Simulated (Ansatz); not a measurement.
# Ca4Dy: the cost of one run

Method: DFT PBE, scalar-relativistic, plane waves, PAW; 4f electrons in the core of a trivalent norm-conserving potential, unless a step names another level, in Ansatz 0.2.0.

4 further runs of the same task are left out: 3 that didn't finish, 1 set aside as unsound or not needed.

**1. The structure to begin with**

Symmetry: P4/mmm, No. 123, tetragonal system. The conventional cell has a = 4.711 Å, b = 4.711 Å, c = 9.192 Å, α = 90.00°, β = 90.00°, γ = 90.00°. Ca (site symmetry mmm) has 8 Ca at 3.33 to 3.71 Å as nearest neighbours. Around Ca (site symmetry 4mm) lie 5 Ca at 3.47 to 3.71 Å and 4 Dy at 3.76 Å. Around Dy (site symmetry 4/mmm) lie 8 Ca at 3.76 Å.

Coordinates:

```
Ca Dy
1.0
     4.71059    0.00000    0.00000
     0.00000    4.71059    0.00000
     0.00000    0.00000    9.19160
Ca Dy
4 1
Cartesian
  0.0000 2.3553 4.5958
  2.3553 0.0000 4.5958
  0.0000 0.0000 1.7336
  0.0000 0.0000 7.4580
  2.3553 2.3553 0.0000
```

It came out lowest among 15 distinct ends of the trial cells. At a tolerance of 0.05 Å it has space group P4/mmm (No. 123).

**2. Relaxing to 0.001 eV/Å, on the response runs' mesh and smearing**

Contents of input.yaml:

```yaml
crystal:
  lattice:
    - [4.7105941036, 0.0, 0.0]
    - [0.0, 4.7105941036, 0.0]
    - [0.0, 0.0, 9.1916028335]
  atoms:
    - { symbol: Ca, position: [0.0, 0.5, 0.5] }
    - { symbol: Ca, position: [0.5, 0.0, 0.5] }
    - { symbol: Ca, position: [0.0, 0.0, 0.1886104753] }
    - { symbol: Ca, position: [0.0, 0.0, 0.8113895247] }
    - { symbol: Dy, position: [0.5, 0.5, 0.0] }
basis:
  ecutwfc: 630
kpoints:
  mp_grid: { grid: [8, 8, 4] }
hamiltonian:
  xc: pbe
  pseudopotentials:
    kind: paw
    azcp: { Dy: "pseudopotentials/pbe/nc/lanthanide_3plus/Dy.nc.azcp" }
scf:
  occupations: { method: gaussian, width: 0.1 }
output:
  forces: true
  stress: true
  eigenvalues: true
relax:
  adjacent_minimum: "off"
  f_tol: 0.001
  max_steps: 60
  cell: { stress_tol: 0.01 }
```

Command:

```sh
$ ansatz run input.yaml --threads 3 --pin off --max-ram 8448MiB --backend cpu --events-out ev --progress --plain --runs-dir out
```

**Question.** How long does this run take on 3 threads of Arm Neoverse N1, shared host, and how much memory does it need?

About 2 min, with a peak of 0.84 GiB.
